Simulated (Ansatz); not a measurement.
# C3H12OSi2: the cost of one run

All numbers below are computed with Ansatz 0.2.0 (RKS r2SCANh/STO-3G).

## Step 1: The system as given

Bond lengths (14 of 17 bonds, heavy atoms first): Si1–O2 1.680 Å, O2–Si3 1.680 Å, Si1–C7 1.870 Å, Si1–C11 1.869 Å, Si1–C15 1.869 Å, Si3–H4 1.460 Å, Si3–H5 1.460 Å, Si3–H6 1.460 Å, C7–H8 1.110 Å, C7–H9 1.110 Å, C7–H10 1.110 Å, C11–H12 1.110 Å, C11–H13 1.110 Å, C11–H14 1.110 Å. Angles (14 of 31 angles, heavy atoms first): Si1–O2–Si3 125.0°, O2–Si1–C7 109.4°, O2–Si1–C11 109.5°, O2–Si1–C15 109.5°, C7–Si1–C11 109.5°, C7–Si1–C15 109.5°, C11–Si1–C15 109.5°, O2–Si3–H4 109.5°, O2–Si3–H5 109.5°, O2–Si3–H6 109.5°, Si1–C7–H8 109.5°, Si1–C7–H9 109.5°, Si1–C7–H10 109.5°, Si1–C11–H12 109.5°.

As a file:

```xyz
18

Si    0.0000    0.0000    0.0000
O     0.0000    0.0000    1.6800
Si   -1.3147   -0.4067    2.6436
H    -2.2390   -1.2403    1.8804
H    -0.8506   -1.1432    3.8157
H    -1.9987    0.8095    3.0733
C     1.7634    0.0000   -0.6227
H     2.1111   -1.0463   -0.7509
H     1.8119    0.5276   -1.5981
H     2.4154    0.5187    0.1108
C    -0.8808    1.5259   -0.6227
H    -1.9334    1.2723   -0.8671
H    -0.8624    2.3106    0.1622
H    -0.3704    1.9025   -1.5336
C    -0.8808   -1.5259   -0.6227
H    -1.3804   -2.0377    0.2261
H    -1.6409   -1.2332   -1.3768
H    -0.1449   -2.2146   -1.0879
```

## Step 2: Relaxing the start

File input.yaml:

```yaml
crystal:
  periodic: [false, false, false]
  atoms:
    - { symbol: Si, position_ang: [0.0, 0.0, 0.0] }
    - { symbol: O, position_ang: [0.0, 0.0, 1.68] }
    - { symbol: Si, position_ang: [-1.3147, -0.4067, 2.6436] }
    - { symbol: H, position_ang: [-2.239, -1.2403, 1.8804] }
    - { symbol: H, position_ang: [-0.8506, -1.1432, 3.8157] }
    - { symbol: H, position_ang: [-1.9987, 0.8095, 3.0733] }
    - { symbol: C, position_ang: [1.7634, 0.0, -0.6227] }
    - { symbol: H, position_ang: [2.1111, -1.0463, -0.7509] }
    - { symbol: H, position_ang: [1.8119, 0.5276, -1.5981] }
    - { symbol: H, position_ang: [2.4154, 0.5187, 0.1108] }
    - { symbol: C, position_ang: [-0.8808, 1.5259, -0.6227] }
    - { symbol: H, position_ang: [-1.9334, 1.2723, -0.8671] }
    - { symbol: H, position_ang: [-0.8624, 2.3106, 0.1622] }
    - { symbol: H, position_ang: [-0.3704, 1.9025, -1.5336] }
    - { symbol: C, position_ang: [-0.8808, -1.5259, -0.6227] }
    - { symbol: H, position_ang: [-1.3804, -2.0377, 0.2261] }
    - { symbol: H, position_ang: [-1.6409, -1.2332, -1.3768] }
    - { symbol: H, position_ang: [-0.1449, -2.2146, -1.0879] }
basis:
  gaussian: { orbitals: STO-3G }
hamiltonian:
  xc: r2scanh
relax:
  f_tol: 0.02
  max_steps: 40
```

Run with:

```bash
$ ansatz run input.yaml --threads 1 --pin off --max-ram 2048MiB --backend cpu --events-out ev --progress --plain --runs-dir out
```

Q: Estimate wall time and peak memory on 1 thread of AMD EPYC 9R45 (Zen 5), shared host.

About 62 s, with a peak of 0.19 GiB.
